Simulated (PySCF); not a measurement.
# Si2H5ClO (SMILES O[SiH]([SiH3])Cl) at TD-PBE/cc-pVDZ (spin of roots singlet)

We compute the excited states of Si2H5ClO. 

Program for the calculation: PySCF 2.14.0.

4 further runs of the same task are left out: 3 that didn't finish, 1 set aside as unsound or not needed.

**1. Starting point**

Si2H5ClO has 9 atoms, charge 0, and is taken as a singlet. As SMILES, `O[SiH]([SiH3])Cl`. The shape is that of a PBE0-D4/def2-TZVP optimisation. This is one conformer, not always the lowest.

Bond lengths: O1–Si2 1.639 Å, Si2–Si3 2.335 Å, Si2–Cl4 2.068 Å, O1–H5 0.959 Å, Si2–H6 1.486 Å, Si3–H7 1.487 Å, Si3–H8 1.485 Å, Si3–H9 1.487 Å. Some angles: O1–Si2–Si3 107.4°, O1–Si2–Cl4 110.6°, Si3–Si2–Cl4 108.6°, O1–Si2–H6 111.0°, Si3–Si2–H6 114.5°, Cl4–Si2–H6 104.7°, Si2–O1–H5 118.4°, Si2–Si3–H7 110.4°, Si2–Si3–H8 109.5°, Si2–Si3–H9 108.6°.

**2. The excited states at TD-PBE/cc-pVDZ (spin of roots singlet)**

The input, geometry.xyz:

```xyz
9
ClH5OSi2
O      0.516900     0.942100    -1.606400
Si    -0.265600     0.799800    -0.173200
Si     0.351900    -1.250200     0.759300
Cl    -2.313400     0.805800    -0.459000
H      0.374000     1.735000    -2.126800
H     -0.002900     1.975800     0.697100
H      1.819900    -1.291800     0.992500
H     -0.039700    -2.350400    -0.158700
H     -0.352700    -1.412300     2.058200
```

The input, calc.py:

```python
from pyscf import gto, dft, tdscf

mol = gto.M(
    atom='geometry.xyz',
    charge=0,
    verbose=3,
    max_memory=40,
    basis='cc-pvdz',
)

calc0 = dft.RKS(mol, xc='pbe')
calc0.direct_scf_tol = 1e-13
calc0.conv_tol = 1e-08
calc0.max_cycle = 60
calc0.grids.level = 4
calc0.kernel()

etot = calc0.e_tot
print('Final energy', etot)

td = calc0.TDDFT()
td.nstates = 3
td.kernel()
td.analyze()
roots = td.e * 27.211386
osc = td.oscillator_strength()
print('state   eV      nm      f')
for i, (w, f) in enumerate(zip(roots, osc), 1):
    print('%3d %9.4f %8.1f %9.5f' % (i, w, 1239.842 / w, f))
```

Launch:

```console
$ OMP_NUM_THREADS=1 python calc.py
```

The program printed:

```text
converged SCF energy = -1116.91493000021
Final energy -1116.9149300002073
Excitation energies (eV)
[6.18540635 6.43893908 6.85326788]

** Singlet excitation energies and oscillator strengths **
state   eV      nm      f
  1    6.1854    200.4   0.01172
  2    6.4389    192.6   0.01115
  3    6.8533    180.9   0.00821
```

Wall time 1.9 min (1 thread of Arm Neoverse V1, shared host); peak memory 0.58 GiB.

The roots found:

```csv
excited state,energy (eV),strength
1,6.185,0.0117
2,6.439,0.0112
3,6.853,0.0082
```

**3. Outcome**

Level: TD-PBE/cc-pVDZ (spin of roots singlet).

```
                              quantity           value
     ground-state or mean-field energy  -1116.91493 Eh
 dipole moment (PBE Kohn–Sham density)          1.41 D
  HOMO energy (PBE Kohn–Sham orbitals)        -6.79 eV
  LUMO energy (PBE Kohn–Sham orbitals)        -0.81 eV
HOMO–LUMO gap (PBE Kohn–Sham orbitals)         5.98 eV
      lowest singlet excitation energy         6.19 eV
```

The brightest of the 3 transitions from the ground state lies at 6.19 eV (200 nm, f = 0.012). The basis has no diffuse functions, so Rydberg states are missing or pushed up, and the true lowest state may lie lower. Roots above 6.8 eV lie over the negative of the HOMO energy, where those of Rydberg kind are poorly described; valence roots are less touched.
